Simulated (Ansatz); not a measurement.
Ta3AsAu2O13 under changes of volume

One of the cells (13.456 Å³/atom); the others are scaled copies at fixed shape and fractional positions:

```
Ta As Au O
1.0
     5.40201   -0.00077   -0.00162
    -2.01720    5.60758   -0.00284
    -0.71822   -1.86353    8.44196
Ta As Au O
3 1 2 13
Direct
  0.37386 0.58885 0.59831
  0.46236 0.26627 0.18689
  0.70830 0.86746 0.02761
  0.97877 0.98236 0.65371
  0.10388 0.53998 0.17237
  0.66302 0.32022 0.80522
  0.06196 0.03577 0.14158
  0.98182 0.01457 0.85130
  0.11152 0.27055 0.61508
  0.16027 0.81199 0.58364
  0.43055 0.53360 0.06777
  0.91171 0.61275 0.98081
  0.60406 0.15754 0.98626
  0.55565 0.98713 0.20984
  0.30756 0.45473 0.35006
  0.79668 0.50556 0.28659
  0.66380 0.88131 0.55106
  0.47145 0.71751 0.81742
  0.65279 0.45184 0.61449
```

The cell was built by a generator and needn't be a form met in nature.

- Program: Ansatz 0.2.0
- Functional: PBE
- Potentials or basis: Ansatz PAW
- Cutoff: 420 eV (not typed: the program's choice for these potentials)
- k mesh: 6 × 5 × 3
- Occupations: fermi-dirac, width 0.05 eV
- Spin: no spin polarisation

```tsv
volume (Å³/atom)	energy over the lowest point (meV/atom)	pressure (GPa)	gap on the mesh (eV)	largest force (eV/Å)
12.649	32.09	13.5	0.61	1.241
12.918	13.74	8.5	0.58	0.795
13.187	3.31	4.0	0.55	0.383
13.456	0.00	0.0	0.52	0.007
13.726	3.05	-3.6	0.50	0.348
13.995	?	?	?	?
14.264	25.58	-9.6	0.45	0.972
```

Problem. What does the run at 13.995 Å³/atom give?

Solution. Energy over the lowest point 11.77 meV/atom; pressure -6.8 GPa; gap on the mesh 0.47 eV; largest force 0.672 eV/Å.

Worked out: A Birch-Murnaghan fit of order 3 (a polynomial in V^(-2/3)) to the other rows has its minimum at 13.46 Å³/atom with B0 = V·E''(V) = 189 GPa and B' = 4.6 at fixed shape and positions, which overstates the stiffness. It gives 11.78 meV/atom at 13.995 Å³/atom, against the run's 11.77, and -dE/dV = -6.8 GPa, against -6.8. A straight line through the other rows of the gap, of slope -1.33 eV per unit of ln V, gives 0.47 eV, against the run's 0.47.

Energies are extrapolated to zero smearing.

Caveats: odd divisions of the mesh miss points on the zone boundary, where band edges often lie, so the gap on the mesh can be too wide; spin-orbit coupling is left out, which moves the levels of the heavy elements; forces of over 1 eV/Å show positions far from the minimum, so gaps and moduli don't describe the material at rest (some runs).

A mesh can miss the band edges.
